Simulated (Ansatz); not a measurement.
Born–Oppenheimer molecular dynamics of a periodic cell of 30 atoms, BaTiO3 (surface BaTiO3(110)). It goes on from the last frame of an earlier run, with new velocities.

Theory: Ansatz, DFT PBE, scalar-relativistic, plane waves, PAW. Settings: PAW set soft_1, cutoff 420 eV, k mesh 2x2x1, fermi-dirac smearing 0.05 eV, no spin polarisation.

```
ensemble        : NVT, Langevin thermostat
time step       : 1 fs
steps asked     : 180
set temperature : 1050 K
friction        : 0.01 /fs
atoms held      : 1, 2, 3, 4, 5, 16, 17, 18, 19, 20
seed            : 442142
```

First frame:

```xyz
30
Lattice="5.6677 0.0000 0.0000 0.0000 8.0154 0.0000 0.0000 0.0000 19.0846" Properties=species:S:1:pos:R:3
Ba 2.834 2.004 1.000
Ti 0.000 0.000 1.000
O 1.417 0.000 2.417
O 4.251 0.000 2.417
O 0.000 2.004 1.000
Ba 0.155 2.112 4.170
Ti 3.061 0.100 4.353
O 4.382 0.317 5.417
O 1.628 0.014 5.345
O 2.952 1.930 3.813
Ba 2.776 2.262 7.559
Ti -0.072 0.186 7.287
O 1.110 0.285 8.563
O 4.157 -0.104 8.230
O -0.135 2.064 7.027
Ba 2.834 6.011 1.000
Ti 0.000 4.008 1.000
O 1.417 4.008 2.417
O 4.251 4.008 2.417
O 0.000 6.011 1.000
Ba 0.090 5.974 4.069
Ti 2.894 3.974 4.240
O 4.464 4.012 5.244
O 1.596 3.868 5.536
O 2.986 6.091 3.671
Ba 2.467 6.101 7.711
Ti -0.155 4.079 7.272
O 1.109 4.180 8.436
O 4.131 4.058 8.350
O -0.130 6.106 6.918
```

What does the run give?

All steps were run.

```
steps done                                               : 180
time covered                                             : 180 fs
mean temperature over the second half                    : 953 K
spread of the potential energy over the second half      : 8.7 meV per atom
mean potential energy of the second half above the start : 14.0 meV per atom
```

A run of 0.18 ps of so small a system gives no equilibrium averages. Limits of this set-up: coarse k mesh, thin slab, slab without dipole correction, a typed lattice constant that wasn't relaxed here.

What happens to the structure?

Mean squared displacements from the first frame to the last: Ba 0.08 Å², Ti 0.07 Å², O 0.10 Å². The details hang on the random start.

How do temperature and energy run in time?


| time (fs) | T (K) | potential energy less start (eV) |
| --- | --- | --- |
| 0 | 1050 | 0.000 |
| 9 | 974 | 0.036 |
| 18 | 997 | -0.211 |
| 27 | 859 | -0.041 |
| 36 | 929 | 0.095 |
| 45 | 960 | 0.135 |
| 54 | 915 | 0.402 |
| 63 | 766 | 1.003 |
| 72 | 953 | 0.874 |
| 81 | 1019 | 0.606 |
| 90 | 877 | 0.843 |
| 99 | 1088 | 0.477 |
| 108 | 906 | 0.458 |
| 117 | 797 | 0.717 |
| 126 | 883 | 0.322 |
| 135 | 1125 | 0.075 |
| 144 | 1134 | 0.183 |
| 153 | 917 | 0.607 |
| 162 | 906 | 0.597 |
| 171 | 1106 | -0.053 |
| 180 | 752 | 0.753 |

The run took 33 min on 4 threads of Arm Neoverse V2, with other jobs on the host, peak memory 2.9 GiB.
